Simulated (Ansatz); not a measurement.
# YbIn2Pt: the cost of one run

All numbers below are computed with Ansatz 0.2.0 (DFT PBEsol, scalar-relativistic, plane waves, PAW).

## (1) The system as given

The cell holds 31 atoms (In16Pt8Yb7): a = 8.591 Å, b = 8.974 Å, c = 10.281 Å, α = 90.00°, β = 90.00°, γ = 118.60°.

The coordinates of this cell stand in the input of its own run.

The host was relaxed before at PBEsol: a = 4.295 Å, b = 10.281 Å, c = 7.880 Å, α = 90.00°, β = 90.00°, γ = 90.00° (conventional cell), 21.749 Å³/atom.

Places, in fractions of the supercell: a vacancy on Yb at (0.125, 0.750, 0.932). The start keeps the symmetry of the ideal site.

## (2) The perfect crystal in the supercell of 32 atoms

input.yaml reads:

```yaml
crystal:
  lattice:
    - [8.5908539189, 0.0, 0.0]
    - [-4.2954269595, 0.0, -7.8797121681]
    - [0.0, 10.2812738516, 0.0]
  atoms:
    - { symbol: In, position: [0.0251588824, 0.5503177647, 0.6409141442] }
    - { symbol: In, position: [0.2751588824, 0.5503177647, 0.1409141442] }
    - { symbol: In, position: [0.5251588824, 0.5503177647, 0.6409141442] }
    - { symbol: In, position: [0.7751588824, 0.5503177647, 0.1409141442] }
    - { symbol: In, position: [0.9748411176, 0.4496822353, 0.3590858558] }
    - { symbol: In, position: [0.2248411176, 0.4496822353, 0.8590858558] }
    - { symbol: In, position: [0.4748411176, 0.4496822353, 0.3590858558] }
    - { symbol: In, position: [0.7248411176, 0.4496822353, 0.8590858558] }
    - { symbol: In, position: [0.2248411176, 0.9496822353, 0.6409141442] }
    - { symbol: In, position: [0.4748411176, 0.9496822353, 0.1409141442] }
    - { symbol: In, position: [0.7248411176, 0.9496822353, 0.6409141442] }
    - { symbol: In, position: [0.9748411176, 0.9496822353, 0.1409141442] }
    - { symbol: In, position: [0.7751588824, 0.0503177647, 0.3590858558] }
    - { symbol: In, position: [0.0251588824, 0.0503177647, 0.8590858558] }
    - { symbol: In, position: [0.2751588824, 0.0503177647, 0.3590858558] }
    - { symbol: In, position: [0.5251588824, 0.0503177647, 0.8590858558] }
    - { symbol: Pt, position: [0.125, 0.75, 0.2200018543] }
    - { symbol: Pt, position: [0.375, 0.75, 0.7200018543] }
    - { symbol: Pt, position: [0.625, 0.75, 0.2200018543] }
    - { symbol: Pt, position: [0.875, 0.75, 0.7200018543] }
    - { symbol: Pt, position: [0.875, 0.25, 0.7799981457] }
    - { symbol: Pt, position: [0.125, 0.25, 0.2799981457] }
    - { symbol: Pt, position: [0.375, 0.25, 0.7799981457] }
    - { symbol: Pt, position: [0.625, 0.25, 0.2799981457] }
    - { symbol: Yb, position: [0.125, 0.75, 0.9318449222] }
    - { symbol: Yb, position: [0.375, 0.75, 0.4318449222] }
    - { symbol: Yb, position: [0.625, 0.75, 0.9318449222] }
    - { symbol: Yb, position: [0.875, 0.75, 0.4318449222] }
    - { symbol: Yb, position: [0.875, 0.25, 0.0681550778] }
    - { symbol: Yb, position: [0.125, 0.25, 0.5681550778] }
    - { symbol: Yb, position: [0.375, 0.25, 0.0681550778] }
    - { symbol: Yb, position: [0.625, 0.25, 0.5681550778] }
basis:
  ecutwfc: 420
  xc_grid: 2
kpoints:
  mp_grid: { grid: [3, 3, 2], shift: [0.0, 0.0, 0.5] }
hamiltonian:
  xc: pbesol
scf:
  occupations: { method: gaussian, width: 0.05 }
output:
  forces: true
  stress: true
  eigenvalues: true
```

Command:

```
$ ansatz run input.yaml --threads 8 --pin off --max-ram 14336MiB --backend cpu --events-out ev --progress --plain --runs-dir out
```

**Question.** How long does this run take on 8 threads of Arm Neoverse N1, shared host, and how much memory does it need?

About 26 s, with a peak of 4 GiB.
